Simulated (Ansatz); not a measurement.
# C2H3F2In: a ladder of functionals and wavefunction methods

One table from this session's results is given with a row withheld; the runs are named, their logs left out.

Method: functionals in def2-TZVPP, the program's frozen cores in correlated methods; program: Ansatz 0.2.0, Gaussian basis.

Plan: LDA (SPW92), PBE-D4, revPBE-D4, BLYP-D4, r2SCAN-D4, B97M-V, PBE0-D4, B3LYP-D4, r2SCANh-D4, r2SCAN0-D4, HSE06-D4, BHLYP-D4, CAM-B3LYP-D4, LC-ωPBE, ωB97X-V, ωB97M-V, B2PLYP, PBE-QIDH; CCSD(T)/def2-SVP; CCSD(T)/def2-TZVPP; MP2/def2-QZVPP; extrapolation to the limit; RPA on PBE.

## Structure used throughout

All runs share one geometry, relaxed beforehand with PBE0-D4 in a triple-zeta def2 set. In takes the def2 core potential; no spin-orbit term is included.

SMILES `C=[CH][In]([F])[F]`, 8 atoms, charge 0, spin multiplicity 1.

Atoms are counted from 1 here; the program's logs count them from 0.

Bond lengths: C1–C2 1.328 Å, C1–H6 1.088 Å, C1–H7 1.086 Å, C2–In3 2.099 Å, C2–H8 1.085 Å, In3–F4 1.938 Å, In3–F5 1.944 Å. Angles: C2–C1–H6 121.0°, C2–C1–H7 123.0°, H6–C1–H7 116.0°, C1–C2–In3 121.0°, C1–C2–H8 120.4°, In3–C2–H8 118.6°, C2–In3–F4 129.8°, C2–In3–F5 122.4°, F4–In3–F5 107.8°.

The first run:

Contents of in.yaml:

```yaml
crystal:
  periodic: [false, false, false]
  atoms:
    - {symbol: C, position_ang: [0.046506, 0.937642, 1.199923]}
    - {symbol: C, position_ang: [-0.561403, -0.067600, 0.580531]}
    - {symbol: In, position_ang: [0.153952, -0.798988, -1.252265]}
    - {symbol: F, position_ang: [-0.524728, -2.231998, -2.367402]}
    - {symbol: F, position_ang: [1.723586, -0.057857, -2.128331]}
    - {symbol: H, position_ang: [-0.324783, 1.318550, 2.148947]}
    - {symbol: H, position_ang: [0.930077, 1.428042, 0.803484]}
    - {symbol: H, position_ang: [-1.443217, -0.527791, 1.015123]}
basis:
  gaussian: {orbitals: def2-TZVPP}
hamiltonian: {xc: lda}
output: {orbitals: {seedname: orbitals}}
```

Among the steps run: LDA; PBE-D4 (GGA); revPBE-D4 (GGA); BLYP-D4 (GGA); r2SCAN-D4 (meta-GGA); B97M-V (meta-GGA); PBE0-D4 (hybrid); B3LYP-D4 (hybrid); r2SCANh-D4 (hybrid); r2SCAN0-D4 (hybrid); HSE06-D4 (hybrid); BHLYP-D4 (hybrid); CAM-B3LYP-D4 (range-separated); LC-ωPBE (range-separated); ωB97X-V (range-separated); ωB97M-V (range-separated); B2PLYP (double hybrid); PBE-QIDH (double hybrid).

One table of the session follows, with a row left open; its other results are not shown here.

It belongs to the step «Orbital energies across the functionals». 

| functional | HOMO (eV) | LUMO (eV) | gap (eV) |
| --- | --- | --- | --- |
| LDA (SPW92) | -7.89 | -2.99 | 4.89 |
| PBE-D4 | -7.66 | -2.69 | 4.97 |
| revPBE-D4 | -7.58 | -2.57 | 5.01 |
| BLYP-D4 | -7.58 | -2.62 | 4.97 |
| r2SCAN-D4 | -7.97 | -2.51 | 5.46 |
| B97M-V | -8.01 | -2.54 | 5.47 |
| PBE0-D4 | -9.03 | -1.85 | 7.18 |
| B3LYP-D4 | -8.79 | -2.12 | 6.67 |
| r2SCANh-D4 | -8.51 | -2.20 | 6.31 |
| r2SCAN0-D4 | -9.19 | -1.75 | 7.44 |
| HSE06-D4 | -8.62 | -2.22 | 6.40 |
| BHLYP-D4 | ? | ? | ? |
| CAM-B3LYP-D4 | -10.38 | -0.92 | 9.45 |
| LC-ωPBE | -11.73 | 0.27 | 11.99 |
| ωB97X-V | -11.36 | 0.15 | 11.51 |
| ωB97M-V | -11.28 | -0.09 | 11.19 |

Q: Estimate the row for BHLYP-D4 from the others.

Worked estimate for «HOMO (eV)». Against the share of exact exchange, BLYP-D4 (0, -7.58), B3LYP-D4 (0.2, -8.79) give a slope of -6.05 per unit share; at 0.5 the line stands at -10.60.

The run gave: HOMO (eV): -9.99; LUMO (eV): -1.07; gap (eV): 8.92. In «HOMO (eV)» the line misses by -0.61.
